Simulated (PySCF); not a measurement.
# Br₂: bond curves at several levels of theory

One table from this session's results is given with a row withheld; the runs are named, their logs left out.

The runs use PySCF 2.14.0; Br def2-TZVPP, no relativity.

The first run:

A driver script around PySCF takes these settings:

| Property | Result |
| --- | --- |
| atoms | Br, Br |
| charge | 0 |
| basis | Br def2-TZVPP |
| Hamiltonian | no relativity |
| basis functions | 96 |
| electrons treated | 70 |
| masses in u | 78.9183, 78.9183 |
| levels | PBE0, PBE, r²SCAN, BLYP, M06-L, M06, r²SCANh, ωB97M-V, HF, MP2, SCS-MP2, CCSD, CCSD(T) |
| grid | 80 radial by 434 angular points |
| occupations | held fixed by the projection of orbital angular momentum |
| dissociation limit | Br + Br, each in its ground configuration |
| starting distance in angstrom | 2.230 |
| values of 2S to try | 0, 2 |

Run with:

```
$ OMP_NUM_THREADS=2 python dia.py task.json out
```

Among the steps run: The job; The PBE0 curve of the state that the search chose; Excited determinants; PBE; r²SCAN; BLYP (GGA); M06-L; M06; r²SCANh; ωB97M-V (range-separated hybrid); RHF; Adding correlation.

One of the session's tables, all rows but one given; the rest of the session is left out.

It belongs to the step «The curves together». Energy (eV) from each level's lowest point:

```
R (Å)    RHF  RHF-MP2  RHF-SCS-MP2  RHF-CCSD  RHF-CCSD(T)
1.967  1.393    1.305        1.387       n/a          n/a
2.058  0.600    0.552        0.609     0.621        0.644
2.150  0.177    0.158        0.191     0.197        0.213
2.218  0.033    0.028        0.044     0.047        0.055
2.287  0.000    0.000        0.000     0.000        0.000
2.356  0.049    0.048        0.033     0.029        0.020
2.447  0.208    0.195        0.159     0.152        0.127
2.561      ?        ?            ?         ?            ?
2.699  0.939    0.840        0.753     0.732        0.648
2.882  1.566    1.362        1.240       n/a          n/a
```

**Question.** Estimate the row for R (Å) = 2.561.

Worked estimate for «RHF». A straight line through the neighbours (2.447, 0.208) and (2.699, 0.939) gives 0.208 + (0.939 − 0.208) × (2.561 − 2.447) / (2.699 − 2.447) = 0.539; a parabola fitted to 4 rows on both sides gives 0.516.

**Answer.** RHF: 0.504; RHF-MP2: 0.461; RHF-SCS-MP2: 0.401; RHF-CCSD: 0.388; RHF-CCSD(T): 0.340. In «RHF» the line misses by +0.035 and the parabola by +0.012.
